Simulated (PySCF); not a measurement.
# CH₆BrPSi: electronic excitations and core binding energies

Wanted: the electronic excitations and core binding energies of CH₆BrPSi (`C[Si@H](P)Br`), by calculation.

The runs use PySCF 2.14.0, with density-fitted response routines of our own; the level of theory stands in each step. All values are computed, except where a source is named. Atoms count from 0, in the outputs and in this text.

### Step 1. The molecule as given

10 atoms, charge 0, multiplicity 1; geometry from: GFN2-xTB.

Bonds of the start (Å): C0–Si1 1.90, Si1–P2 2.24, Si1–Br3 2.23, C0–H4 1.09, C0–H5 1.09, C0–H6 1.09, Si1–H7 1.46, P2–H8 1.38, P2–H9 1.38.

### Step 2. Excited states and response: wB97X-D/def2-SVPD

Job settings and geometry (Å):

```
{"job": {"kind": "uv", "xc": "wB97X-D", "basis": "def2-SVPD", "nstates": 8, "ntriplets": 3}, "charge": 0, "multiplicity": 1}
C     -1.517508    -0.283079     0.072796
Si     0.171004     0.490538    -0.305286
P      1.761199    -0.585874     0.845412
Br     0.143536     2.594497     0.447866
H     -1.699722    -0.313742     1.145126
H     -1.570688    -1.301954    -0.300815
H     -2.323418     0.284033    -0.384569
H      0.389384     0.662096    -1.743200
H      1.840802    -1.634302    -0.055332
H      2.814294     0.092441     0.255473
```

With the program's defaults for keys left out, this is: TDDFT wB97X-D/def2-SVPD, vertical, gas phase, core orbitals frozen in the response.

Command:

```console
$ OMP_NUM_THREADS=1 python probes_run.py task.json out
```

One launch serves the whole session: the jobs run in the order shown.

Output:

```text
coarse grid: 40168 points
cycle   1  E = -3246.2548295099  dE = -9.480e-01  |g| = 3.092e-01  |ddm| = 3.704e+00
cycle   2  E = -3246.2729433968  dE = -1.811e-02  |g| = 2.177e-01  |ddm| = 9.497e-01
cycle   3  E = -3246.2873094143  dE = -1.437e-02  |g| = 3.057e-02  |ddm| = 4.162e-01
cycle   4  E = -3246.2875525393  dE = -2.431e-04  |g| = 8.886e-03  |ddm| = 6.555e-02
cycle   5  E = -3246.2875775796  dE = -2.504e-05  |g| = 1.705e-03  |ddm| = 2.368e-02
cycle   6  E = -3246.2875790504  dE = -1.471e-06  |g| = 6.624e-04  |ddm| = 5.251e-03
final grid: 80368 points
cycle   7  E = -3246.2875738910  dE = -6.364e-07  |g| = 7.695e-04  |ddm| = 5.259e-03
cycle   8  E = -3246.2875739468  dE = -5.581e-08  |g| = 5.806e-04  |ddm| = 1.556e-03
cycle   9  E = -3246.2875739831  dE = -3.625e-08  |g| = 4.027e-05  |ddm| = 6.308e-04
cycle  10  E = -3246.2875739845  dE = -1.462e-09  |g| = 1.984e-05  |ddm| = 1.889e-04
cycle  11  E = -3246.2875739847  dE = -1.723e-10  |g| = 4.097e-06  |ddm| = 5.552e-05
converged SCF energy = -3246.2875739847

Static polarisability (au): isotropic 87.333, principal 74.420 87.648 99.930

Singlet excitations
state   eV       nm        f      main configurations
  1   6.3854    194.2   0.00692   H->L 0.81
  2   6.9022    179.6   0.00740   H-1->L 0.85
  3   7.0162    176.7   0.02384   H-2->L 0.46, H->L+1 0.40
  4   7.0952    174.7   0.06102   H->L+3 0.42, H->L+1 0.22, H-2->L 0.16
  5   7.3147    169.5   0.18118   H->L+2 0.72
  6   7.4444    166.5   0.09916   H->L+3 0.33, H-2->L 0.23, H->L+1 0.13
  7   7.6652    161.7   0.01822   H-1->L+1 0.59, H-2->L+1 0.20
  8   7.7365    160.3   0.02256   H-2->L+1 0.51, H-1->L+1 0.20

Triplet excitations (Tamm-Dancoff, eV): 5.8290 5.9849 6.3765
```

Run time: 20 s. Hardware: 1 thread of Arm Neoverse V1, shared host; peak memory 0.63 GiB.

The orbitals next to the gap, with their largest atomic shares:

```tsv
orbital	eV	atoms
HOMO−3	-11.47	Br3 27 %, P2 21 %, Si1 19 %
HOMO−2	-10.25	Br3 62 %, P2 22 %, Si1 7 %
HOMO−1	-10.08	Br3 71 %, Si1 10 %, C0 9 %
HOMO	-9.52	P2 53 %, Br3 16 %, Si1 15 %
LUMO	1.45	Br3 34 %, Si1 25 %, P2 15 %
LUMO+1	1.72	Si1 29 %, P2 23 %, Br3 17 %
LUMO+2	2.11	P2 32 %, Si1 23 %, Br3 10 %
```

With each of the 8 states as a Gaussian band of 0.4 eV half-width at 1/e, the curve within the window shown has maxima at 169 nm (ε 14,000) L/(mol cm). Beyond the last state computed it falls off for lack of states. The curve at chosen wavelengths:

```csv
nm,ε (L/mol/cm)
154,1575
156,2791
159,5530
161,7823
164,11273
166,13026
168,13969
171,13621
173,12374
176,9641
178,7668
180,5837
183,3620
185,2546
188,1471
190,1030
192,741
195,482
197,376
200,265
202,209
204,162
207,105
209,76
212,44
214,30
```

Further results of this job:

```tsv
property	computed
dipole moment (D)	2.22
polarisability (Å³)	12.94
HOMO–LUMO gap (eV)	10.97
−ε(HOMO) (eV)	9.52
```

### Step 3. X-ray photoelectron lines: SCAN, X2C

Settings changed since step 2:

```diff
@@ -1,2 +1,2 @@
-{"job": {"kind": "uv", "xc": "wB97X-D", "basis": "def2-SVPD", "nstates": 8, "ntriplets": 3}, "charge": 0, "multiplicity": 1}
+{"job": {"kind": "xps"}, "charge": 0, "multiplicity": 1}
 C     -1.517508    -0.283079     0.072796
```

With the program's defaults for keys left out, this is: delta-SCF UKS SCAN, pcX-2 on the ionised atom, pcseg-1 elsewhere, spin-free X2C.

Output:

```text
ground state, core basis on atom 0 (C), 138 functions
  cycle   1  E = -3272.48455323  |g| = 4.43e-01
  cycle   2  E = -3272.44769633  |g| = 5.69e-01
  cycle   3  E = -3272.53832282  |g| = 5.03e-02
  cycle   4  E = -3272.53912111  |g| = 1.61e-02
  cycle   5  E = -3272.53920300  |g| = 3.92e-03
  cycle   6  E = -3272.53920065  |g| = 1.72e-03
  cycle   7  E = -3272.53920530  |g| = 3.08e-04
  E(ground) = -3272.73768743 Eh
hole in C 1s of atom 0
  cycle   1  E = -3261.29566739  |g| = 1.50e+00
  cycle   2  E = -3260.65925263  |g| = 1.76e+00
  cycle   3  E = -3261.81041046  |g| = 3.37e-01
  cycle   4  E = -3261.84717508  |g| = 1.67e-01
  cycle   5  E = -3261.86566465  |g| = 4.69e-02
  cycle   6  E = -3261.86696150  |g| = 8.68e-03
  cycle   7  E = -3261.86701084  |g| = 4.22e-03
  cycle   8  E = -3261.86702271  |g| = 1.05e-03
  cycle   9  E = -3261.86702263  |g| = 5.52e-04
  cycle  10  E = -3261.86702499  |g| = 1.55e-04
  E(ion) = -3262.06414212 Eh   <S^2> = 0.7670   hole on atom = 1.000   binding energy = 290.442 eV
ground state, core basis on atom 1 (Si), 149 functions
  cycle   1  E = -3272.63326994  |g| = 2.87e-01
  cycle   2  E = -3272.63322596  |g| = 4.13e-02
  cycle   3  E = -3272.63297883  |g| = 4.39e-02
  cycle   4  E = -3272.63347167  |g| = 8.79e-03
  cycle   5  E = -3272.63349558  |g| = 7.28e-04
  cycle   6  E = -3272.63349310  |g| = 1.70e-04
  E(ground) = -3272.79238615 Eh
hole in Si 1s of atom 1
  cycle   1  E = -3203.66797936  |g| = 4.35e+00
  cycle   2  E = -3203.12280720  |g| = 2.43e+00
  cycle   3  E = -3203.66442285  |g| = 1.19e+00
  cycle   4  E = -3204.61925248  |g| = 4.25e-01
  cycle   5  E = -3204.74011288  |g| = 7.33e-02
  cycle   6  E = -3204.74178388  |g| = 4.32e-02
  cycle   7  E = -3204.74291997  |g| = 1.17e-02
  cycle   8  E = -3204.74300173  |g| = 2.83e-03
  cycle   9  E = -3204.74300704  |g| = 9.37e-04
  cycle  10  E = -3204.74300772  |g| = 4.09e-04
  E(ion) = -3204.90788291 Eh   <S^2> = 0.7527   hole on atom = 1.000   binding energy = 1847.231 eV
hole in Si 2p of atom 1
  cycle   1  E = -3268.32763704  |g| = 1.24e+00
  cycle   2  E = -3267.68362508  |g| = 1.48e+00
  cycle   3  E = -3268.51687225  |g| = 4.53e-01
  cycle   4  E = -3268.65667167  |g| = 1.27e-01
  cycle   5  E = -3268.66710055  |g| = 3.14e-02
  cycle   6  E = -3268.66767596  |g| = 1.16e-02
  cycle   7  E = -3268.66775531  |g| = 3.24e-03
  cycle   8  E = -3268.66775812  |g| = 8.87e-04
  cycle   9  E = -3268.66775784  |g| = 3.35e-04
  E(ion) = -3268.83659572 Eh   <S^2> = 0.7524   hole on atom = 1.002   binding energy = 107.643 eV
  2p3/2 = 107.371 eV   2p1/2 = 107.999 eV
ground state, core basis on atom 2 (P), 149 functions
  cycle   1  E = -3272.65159403  |g| = 3.40e-01
  cycle   2  E = -3272.65137470  |g| = 4.48e-02
  cycle   3  E = -3272.65080884  |g| = 6.20e-02
  cycle   4  E = -3272.65209366  |g| = 4.21e-03
  cycle   5  E = -3272.65209477  |g| = 2.42e-03
  cycle   6  E = -3272.65209580  |g| = 1.98e-04
  E(ground) = -3272.82119458 Eh
hole in P 1s of atom 2
  cycle   1  E = -3192.49204389  |g| = 4.72e+00
  cycle   2  E = -3190.11247992  |g| = 2.76e+00
  cycle   3  E = -3185.39151865  |g| = 2.76e+00
  cycle   4  E = -3193.52149385  |g| = 4.19e-01
  cycle   5  E = -3193.51215211  |g| = 4.42e-01
  cycle   6  E = -3193.64171978  |g| = 6.81e-02
  cycle   7  E = -3193.64407237  |g| = 2.71e-02
  cycle   8  E = -3193.64451640  |g| = 5.79e-03
  cycle   9  E = -3193.64453729  |g| = 1.83e-03
  cycle  10  E = -3193.64453821  |g| = 6.84e-04
  cycle  11  E = -3193.64453912  |g| = 2.47e-04
  E(ion) = -3193.81332977 Eh   <S^2> = 0.7519   hole on atom = 1.000   binding energy = 2149.914 eV
hole in P 2p of atom 2
  cycle   1  E = -3267.22785220  |g| = 1.38e+00
  cycle   2  E = -3265.13645620  |g| = 1.84e+00
  cycle   3  E = -3267.27512003  |g| = 6.45e-01
  cycle   4  E = -3267.61626357  |g| = 8.96e-02
  cycle   5  E = -3267.61919721  |g| = 4.39e-02
  cycle   6  E = -3267.62007972  |g| = 2.00e-02
  cycle   7  E = -3267.62032639  |g| = 4.33e-03
  cycle   8  E = -3267.62033902  |g| = 2.13e-03
  cycle   9  E = -3267.62034523  |g| = 6.86e-04
  cycle  10  E = -3267.62034340  |g| = 3.36e-04
  E(ion) = -3267.79892025 Eh   <S^2> = 0.7532   hole on atom = 1.002   binding energy = 136.663 eV
  2p3/2 = 136.430 eV   2p1/2 = 137.321 eV
```

Run time: 36 s. Hardware: 1 thread of Arm Neoverse V1, shared host; peak memory 0.62 GiB.

Binding energies by hole, beside the orbital energy of the ground state; the difference holds orbital relaxation and, for a density functional, its self-interaction error:

```tsv
hole	stands for	environment	ΔSCF (eV; 2p as the shell's mean)	−ε (eV)	⟨S²⟩
C1s on C0	C0	methyl carbon bonded to Si	290.44	273.6	0.767
Si1s on Si1	Si1	silicon bonded to C, Br, P, H	1847.23	1794.4	0.753
Si2p on Si1	Si1	silicon bonded to C, Br, P, H	107.58	97.2	0.752
P1s on P2	P2	phosphorus bonded to Si, 2 H	2149.91	2092.8	0.752
P2p on P2	P2	phosphorus bonded to Si, 2 H	136.73	125.8	0.753
```

With the spin-orbit splitting: Si1 2p3/2 107.37, 2p1/2 108.00 eV; P2 2p3/2 136.43, 2p1/2 137.32 eV. The table gives each 2p level as the mean over the whole 2p shell (two parts 2p3/2, one part 2p1/2), which differs a little from the single hole in the log.

### Step 4. What came out

| quantity | value |
| --- | --- |
| lowest singlet (wB97X-D/def2-SVPD) | 6.39 eV (194 nm), f = 0.007 |
| brightest single state of those computed | state 5, 7.31 eV, f = 0.181 |
| lowest triplet | 5.83 eV |
| C1s binding energies, SCAN/pcX-2 | C0 290.44 eV |
| Si1s binding energies, SCAN/pcX-2 | Si1 1847.23 eV |
| Si2p binding energies, SCAN/pcX-2 | Si1 107.58 eV |
| P1s binding energies, SCAN/pcX-2 | P2 2149.91 eV |
| P2p binding energies, SCAN/pcX-2 | P2 136.73 eV |

**Reading.** The lowest singlet, at 6.39 eV, is HOMO→LUMO 0.81 and is weak; of the 8 states computed, the strongest absorption comes from state 5 at 7.31 eV. The lowest triplet lies 0.56 eV below the lowest singlet (triplets in Tamm-Dancoff, singlets in full TDDFT).
